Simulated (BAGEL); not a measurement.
**GaHClOF (SMILES [OH][Ga]([F])[Cl]) at PBE0/def2-SVPD (density fitting with qzvpp-jkfit)**

Aim: the energy change on altering one bond length of GaHClOF at PBE0/def2-SVPD (density fitting with qzvpp-jkfit), from 2 runs. 

Program for the calculation: BAGEL 1.2.2.

3 further runs of the same task are left out: 1 that didn't finish, 2 set aside as unsound or not needed.

### Step 1. The system as given

The species is GaHClOF (5 atoms), meant as a singlet with charge 0. As SMILES, `[OH][Ga]([F])[Cl]`. The shape is that of a PBE0-D4/def2-TZVP optimisation. This is one conformer, not always the lowest.

Bond lengths: O1–Ga2 1.761 Å, Ga2–F3 1.733 Å, Ga2–Cl4 2.115 Å, O1–H5 0.961 Å. Angles: O1–Ga2–F3 117.4°, O1–Ga2–Cl4 124.1°, F3–Ga2–Cl4 118.5°, Ga2–O1–H5 113.2°.

### Step 2. A single-point energy at PBE0/def2-SVPD (density fitting with qzvpp-jkfit)

File calc.json:

```json
{ "bagel" : [

{
  "title" : "molecule",
  "basis" : "def2-svpd.json",
  "df_basis" : "qzvpp-jkfit",
  "angstrom" : "true",
  "geometry" : [
    { "atom" : "O", "xyz" : [      -0.411400,      -1.212900,       0.567400 ] },
    { "atom" : "Ga", "xyz" : [       0.024700,       0.194000,      -0.397200 ] },
    { "atom" : "F", "xyz" : [      -0.341800,       0.143700,      -2.089800 ] },
    { "atom" : "Cl", "xyz" : [       0.960300,       1.923100,       0.382300 ] },
    { "atom" : "H", "xyz" : [      -0.182000,      -1.121400,       1.495800 ] }
  ]
},

{
  "title" : "ks",
  "xc_func" : "pbe0"
},

{
  "title" : "print",
  "file" : "orbitals.molden",
  "orbitals" : "true"
}

]}
```

The basis set def2-SVPD is read from a file made from the Basis Set Exchange's data (not shown).

Launch:

```bash
$ BAGEL_NUM_THREADS=1 BAGEL calc.json > calc.out
```

The program printed:

```text
* using 1 threads per process

  ===============================================================
  ===============================================================

  *** Geometry ***

  { "atom" : "O", "xyz" : [     -0.777433,     -2.292049,      1.072231 ] },
  { "atom" : "Ga", "xyz" : [      0.046676,      0.366607,     -0.750599 ] },
  { "atom" : "F", "xyz" : [     -0.645908,      0.271554,     -3.949150 ] },
  { "atom" : "Cl", "xyz" : [      1.814704,      3.634132,      0.722442 ] },
  { "atom" : "H", "xyz" : [     -0.343930,     -2.119139,      2.826652 ] },

  Number of auxiliary basis functions:      566

  Since a DF basis is specified, we compute 2- and 3-index integrals:
    o Being stored without compression. Storage requirement is 0.064 GB

  Number of basis functions:      119
  Number of electrons      :       66

    * METHOD: MOLECULE                             0.38

  *** Kohn-Sham DFT ***

    * Removing 8121 points whose weight is below 1.00e-10
    * Grid points: 66409

  === Nuclear Repulsion ===
   365.1829676796

       - DIIS with orbital gradients will be used.

  === KS iteration (pbe0 / def2-svpd.json) ===
      0      -2479.57061830          0.09881570           0.50
      1      -2318.90134427          0.17600040           0.77
      2      -2475.39048072          0.09412058           0.44
      3      -2553.34520573          0.07614459           0.47
      4      -2494.30085841          0.14068962           0.47
      5      -2494.53365915          0.13955651           0.46
      6      -2493.80496450          0.13970070           0.48
      7      -2493.15009134          0.14420092           0.46
      8      -2541.53962997          0.12404108           0.48
      9      -2539.09662519          0.10864831           0.46
     10      -2555.02195034          0.06009021           0.48
     11      -2553.77586497          0.07465560           0.46
     12      -2559.35072354          0.02346041           0.46
     13      -2559.43326807          0.02347991           0.46
     14      -2559.69216572          0.01115135           0.46
     15      -2559.76318039          0.00197248           0.48
     16      -2559.76551635          0.00102305           0.46
     17      -2559.76606181          0.00019594           0.46
     18      -2559.76609041          0.00004694           0.46
     19      -2559.76609204          0.00001968           0.46
     20      -2559.76609229          0.00000348           0.46
     21      -2559.76609229          0.00000254           0.46
     22      -2559.76609230          0.00000046           0.47
     23      -2559.76609230          0.00000028           0.46
     24      -2559.76609230          0.00000010           0.46
     25      -2559.76609230          0.00000003           0.49
     26      -2559.76609230          0.00000001           0.46
     27      -2559.76609230          0.00000000           0.46
    * SCF iteration converged.

    * Permanent dipole moment:
           (   -0.177985,    -0.000290,    -0.877230) a.u.

    * METHOD: KS                                  13.83

    * METHOD: PRINT                                0.05

  ===============================================================
```

Wall time 15 s (1 thread of AMD EPYC 7B13 (Zen 3), shared host); peak memory 0.43 GiB.

### Step 3. The distorted shape at the same level

File input.json:

```json
{ "bagel": [

{
  "title": "molecule",
  "basis": "def2-svpd.json",
  "df_basis": "qzvpp-jkfit",
  "angstrom": true,
  "geometry": [
    { "atom": "O", "xyz": [   -0.445812,   -1.226626,    0.428133 ] },
    { "atom": "Ga", "xyz": [   -0.009712,    0.180274,   -0.536467 ] },
    { "atom": "F", "xyz": [   -0.376212,    0.129974,   -2.229067 ] },
    { "atom": "Cl", "xyz": [    0.925888,    1.909374,    0.243033 ] },
    { "atom": "H", "xyz": [   -0.182000,   -1.121400,    1.495800 ] }
  ]
},
{ "title": "ks", "xc_func": "pbe0" },
{ "title": "print", "file": "orbitals.molden", "orbitals": true }

]}
```

The basis set def2-SVPD is read from a file made from the Basis Set Exchange's data (not shown).

Launch:

```bash
$ BAGEL_NUM_THREADS=1 BAGEL input.json > input.out
```

The program printed:

```text
* using 1 threads per process

  ===============================================================
  ===============================================================

  *** Geometry ***

  { "atom" : "O", "xyz" : [     -0.842463,     -2.317987,      0.809054 ] },
  { "atom" : "Ga", "xyz" : [     -0.018353,      0.340668,     -1.013776 ] },
  { "atom" : "F", "xyz" : [     -0.710938,      0.245615,     -4.212326 ] },
  { "atom" : "Cl", "xyz" : [      1.749675,      3.608194,      0.459266 ] },
  { "atom" : "H", "xyz" : [     -0.343930,     -2.119139,      2.826652 ] },

  Number of auxiliary basis functions:      566

  Since a DF basis is specified, we compute 2- and 3-index integrals:
    o Being stored without compression. Storage requirement is 0.064 GB

  Number of basis functions:      119
  Number of electrons      :       66

    * METHOD: MOLECULE                             0.39

  *** Kohn-Sham DFT ***

    * Removing 7963 points whose weight is below 1.00e-10
    * Grid points: 66567

  === Nuclear Repulsion ===
   364.2407574530

       - DIIS with orbital gradients will be used.

  === KS iteration (pbe0 / def2-svpd.json) ===
      0      -2479.79717906          0.09813861           0.53
      1      -2319.18815864          0.17486428           0.71
      2      -2475.66703488          0.09311673           0.49
      3      -2553.21950058          0.07590230           0.57
      4      -2494.27556091          0.14052119           0.51
      5      -2494.51889592          0.13933702           0.49
      6      -2493.90205034          0.13970581           0.48
      7      -2493.26846277          0.14454196           0.50
      8      -2541.86650780          0.12246987           0.49
      9      -2538.08711218          0.10969096           0.51
     10      -2555.32422083          0.05702883           0.48
     11      -2557.64734625          0.05025257           0.48
     12      -2559.15624511          0.02658274           0.50
     13      -2559.41485796          0.02343042           0.47
     14      -2559.73242756          0.00492399           0.47
     15      -2559.74750994          0.00251194           0.47
     16      -2559.75047949          0.00119662           0.48
     17      -2559.75155767          0.00035777           0.50
     18      -2559.75163347          0.00006560           0.49
     19      -2559.75163620          0.00001690           0.49
     20      -2559.75163642          0.00000467           0.51
     21      -2559.75163643          0.00000150           0.49
     22      -2559.75163643          0.00000053           0.49
     23      -2559.75163643          0.00000026           0.49
     24      -2559.75163643          0.00000014           0.49
     25      -2559.75163643          0.00000004           0.49
     26      -2559.75163643          0.00000001           0.49
     27      -2559.75163643          0.00000000           0.49
    * SCF iteration converged.

    * Permanent dipole moment:
           (   -0.179946,     0.025279,    -0.943620) a.u.

    * METHOD: KS                                  14.52

    * METHOD: PRINT                                0.05

  ===============================================================
```

Wall time 15 s (1 thread of AMD EPYC 7B13 (Zen 3), shared host); peak memory 0.43 GiB.

### Step 4. Outcome

Level: PBE0/def2-SVPD (density fitting with qzvpp-jkfit).

| quantity | value |
| --- | --- |
| first shape: total energy | -2559.76609 Eh |
| first shape: dipole moment | 2.28 D |
| first shape: HOMO energy | -9.82 eV |
| first shape: LUMO energy | -1.94 eV |
| first shape: HOMO–LUMO gap | 7.89 eV |
| distorted shape: total energy | -2559.75164 Eh |
| distorted shape: dipole moment | 2.44 D |
| distorted shape: HOMO energy | -9.76 eV |
| distorted shape: LUMO energy | -1.98 eV |
| distorted shape: HOMO–LUMO gap | 7.77 eV |
| energy change with the O1–H5 bond stretched from 0.961 to 1.105 Å | 0.393 eV |

In words: With the O1–H5 bond stretched from 0.961 to 1.105 Å the energy rises by 0.39 eV (38.0 kJ/mol). The first shape isn't relaxed at this level, so the change isn't measured from a minimum.
